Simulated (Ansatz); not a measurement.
Run this with Ansatz 0.2.0, Python API and show what comes out.

The script, `ts_brh2si.py`:
```python
"""Inversion barrier of BrH2Si: minimum and transition state."""

import itertools

import ansatz as az
from ase.data import atomic_numbers, covalent_radii
import numpy as np

GEOMETRY = """
Si   -0.07360   -0.28110   -0.39700
Br    1.69300   -0.32610    0.85170
H    -1.32590   -0.62480    0.40300
H    -0.23800    1.17170   -0.87800
"""


def main() -> None:
    system = az.Crystal.molecule()
    for line in GEOMETRY.strip().splitlines():
        symbol, *xyz = line.split()
        system = system.atom(symbol, [float(v) for v in xyz])

    model = (
        system.calculation()
        .basis(gaussian="def2-SVP")
        .functional("b3lyp")
        .spin("collinear", total=1)
    )
    symbols = [site.symbol for site in system.cartesian_sites]
    start = np.array([site.position_ang for site in system.cartesian_sites], dtype=float)
    r = model.relax(force_tolerance=0.005).run(threads=1, pin="off").report
    end = np.array(r["positions_ang"])

    # start with the apex atom pushed most of the way into the plane of its neighbours
    a, b, d = end[[1, 2, 3]]
    normal = np.cross(b - a, d - a)
    normal /= np.linalg.norm(normal)
    flat = end.copy()
    flat[0] -= 0.8 * ((end[0] - a) @ normal) * normal
    guess = np.zeros_like(flat)
    guess[0] = normal
    near = az.Crystal.molecule()
    for symbol, place in zip(symbols, flat):
        near = near.atom(symbol, place.tolist())
    search = (
        near.calculation()
        .basis(gaussian="def2-SVP")
        .functional("b3lyp")
        .spin("collinear", total=1)
        .saddle(mode_guess=guess.tolist(), force_tolerance=0.01, max_steps=40)
    )
    steps = []
    top = search.session().plan().execute(on_event=lambda e: steps.append(e["data"]) if e["event"] == "saddle_step" else None).report
    for s in steps:
        print(f"step {s['step']:2d}  E = {s['lagrangian_ev']:.5f} eV  force {s['allowed_force_max_ev_ang']:.4f} eV/A  curvature {s['curvature_ev_ang2']:.3f} eV/A^2")
    print(f"minimum {r['free_energy_ev']:.5f} eV, saddle {top['free_energy_ev']:.5f} eV")
    print(f"electronic barrier {(top['free_energy_ev'] - r['free_energy_ev']):.2f} eV")
    saddle = np.array(top["positions_ang"])
    # pairs closer than 1.2 times the sum of covalent radii, before or after
    radius = [covalent_radii[atomic_numbers[s]] for s in symbols]
    span = lambda where, i, j: np.linalg.norm(where[i] - where[j])
    bonded = [(i, j) for i, j in itertools.combinations(range(len(symbols)), 2) if min(span(end, i, j), span(saddle, i, j)) < 1.2 * (radius[i] + radius[j])]
    print("pair        before    after (A)")
    for i, j in bonded:
        print(f"{symbols[i]}{i}-{symbols[j]}{j}".ljust(10), f"{span(end, i, j):8.4f} {span(saddle, i, j):8.4f}")


if __name__ == "__main__":
    main()
```

```console
$ python ts_brh2si.py
step  1  E = -77945.91292 eV  force 1.7039 eV/A  curvature -11.002 eV/A^2
step  2  E = -77946.00146 eV  force 0.6721 eV/A  curvature -11.541 eV/A^2
step  3  E = -77946.02851 eV  force 0.1316 eV/A  curvature -10.997 eV/A^2
step  4  E = -77946.02903 eV  force 0.0536 eV/A  curvature -10.832 eV/A^2
step  5  E = -77946.02909 eV  force 0.0285 eV/A  curvature -10.829 eV/A^2
step  6  E = -77946.02911 eV  force 0.0035 eV/A  curvature -10.838 eV/A^2
minimum -77946.47722 eV, saddle -77946.02932 eV
electronic barrier 0.45 eV
pair        before    after (A)
Si0-Br1      2.2431   2.2178
Si0-H2       1.4952   1.4723
Si0-H3       1.4952   1.4723
```

Total energies depend on the basis set; only differences at equal settings carry meaning. The energies are electronic: no zero-point or thermal terms, and the basis set is short of its limit. No separate frequency run checks the order of the saddle point. The run takes the species as open-shell (spin multiplicity 2), which needn't be its ground state. b3lyp holds the VWN-RPA fit, as in Gaussian; the form of ORCA and Turbomole is b3lyp5. Finished in 73 s on 1 thread of Arm Neoverse V1, with other jobs on the host, peak memory 0.23 GiB.
